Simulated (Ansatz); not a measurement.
# Si2P: the cost of one run

Program: Ansatz 0.2.0. Level of theory: DFT PBE, scalar-relativistic, plane waves, PAW. These are calculated values, not measurements.

## 1. The starting structure

The structure is tetragonal, space group I4_1/amd (No. 141). The conventional cell has a = 5.728 Å, b = 5.728 Å, c = 3.966 Å, α = 90.00°, β = 90.00°, γ = 90.00°. Si (site symmetry 2/m) is surrounded by 2 P at 2.06 Å and 4 Si at 2.25 Å. P (site symmetry -4m2) is surrounded by 4 Si at 2.06 Å.

Coordinates:

```
CELL_PARAMETERS angstrom
-2.86390 2.86390 1.98308
2.86390 -2.86390 1.98308
2.86390 2.86390 -1.98308
ATOMIC_POSITIONS crystal
Si 0.37500 0.62500 0.75000
Si 0.37500 0.12500 0.75000
Si 0.37500 0.62500 0.25000
Si 0.87500 0.62500 0.25000
P 0.00000 0.00000 0.00000
P 0.75000 0.25000 0.50000
```

Recipe of the guess: 4-, 6-connected net, elements by coordination (I4_1/amd, No. 141). Lengths come from tabulated atomic sizes and are only a guess.

## 2. Probe: one point on a coarse mesh

File input.yaml:

```yaml
crystal:
  lattice:
    - [-2.8639015, 2.8639015, 1.98308136]
    - [2.8639015, -2.8639015, 1.98308136]
    - [2.8639015, 2.8639015, -1.98308136]
  atoms:
    - { symbol: Si, position: [0.375, 0.625, 0.75] }
    - { symbol: Si, position: [0.375, 0.125, 0.75] }
    - { symbol: Si, position: [0.375, 0.625, 0.25] }
    - { symbol: Si, position: [0.875, 0.625, 0.25] }
    - { symbol: P, position: [0.0, 0.0, 0.0] }
    - { symbol: P, position: [0.75, 0.25, 0.5] }
basis:
  ecutwfc: 420
kpoints:
  mp_grid: { grid: [6, 6, 6] }
hamiltonian:
  xc: pbe
scf:
  occupations: { method: gaussian, width: 0.1 }
  lower_state_search: "off"
output:
  forces: true
  stress: true
  eigenvalues: true
```

The run is started by

```
> ansatz run input.yaml --threads 1 --pin off --max-ram 2560MiB --backend cpu --events-out ev --progress --plain --runs-dir out
```

What time and memory should one allow on 1 thread of Intel Xeon at 2.50GHz (Skylake/Cascade Lake), shared host?

About 5.7 s, with a peak of 0.35 GiB.
